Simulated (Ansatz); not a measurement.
# Na4Ru: the cost of one run

Method: DFT PBE, scalar-relativistic, plane waves, PAW, in Ansatz 0.2.0.

**1. The system as given**

Symmetry: Pm-3m, No. 221, cubic system. The conventional cell has a = 4.868 Å, b = 4.868 Å, c = 4.868 Å, α = 90.00°, β = 90.00°, γ = 90.00°. Na (site symmetry 4/mmm) is surrounded by 2 Na at 2.43 Å. Na (site symmetry m-3m) has 6 Na at 2.43 Å as nearest neighbours. Ru (site symmetry m-3m) has 12 Na at 3.44 Å as nearest neighbours.

Structure file:

```
Na Ru
1.0
     4.86827    0.00000    0.00000
     0.00000    4.86827    0.00000
     0.00000    0.00000    4.86827
Na Ru
4 1
Cartesian
  0.0000 2.4341 2.4341
  2.4341 0.0000 2.4341
  2.4341 2.4341 0.0000
  2.4341 2.4341 2.4341
  0.0000 0.0000 0.0000
```

The cell is invented: random cell by space group and Wyckoff sites (Pm-3m, No. 221). Lengths come from tabulated atomic sizes and are only a guess.

**2. The guess as it stands, on a coarse mesh**

input.yaml

```yaml
crystal:
  lattice:
    - [4.86827345, 0.0, 0.0]
    - [0.0, 4.86827345, 0.0]
    - [0.0, 0.0, 4.86827345]
  atoms:
    - { symbol: Na, position: [0.0, 0.5, 0.5] }
    - { symbol: Na, position: [0.5, 0.0, 0.5] }
    - { symbol: Na, position: [0.5, 0.5, 0.0] }
    - { symbol: Na, position: [0.5, 0.5, 0.5] }
    - { symbol: Ru, position: [0.0, 0.0, 0.0] }
basis:
  ecutwfc: 420
kpoints:
  mp_grid: { grid: [4, 4, 4] }
hamiltonian:
  xc: pbe
scf:
  occupations: { method: gaussian, width: 0.1 }
  lower_state_search: "off"
output:
  forces: true
  stress: true
  eigenvalues: true
```

On the command line:

```sh
> ansatz run input.yaml --threads 1 --pin off --max-ram 2048MiB --backend cpu --events-out ev --progress --plain --runs-dir out
```

What time and memory should one allow on 1 thread of Arm Neoverse N1, shared host?

About 4.3 s, with a peak of 0.38 GiB.
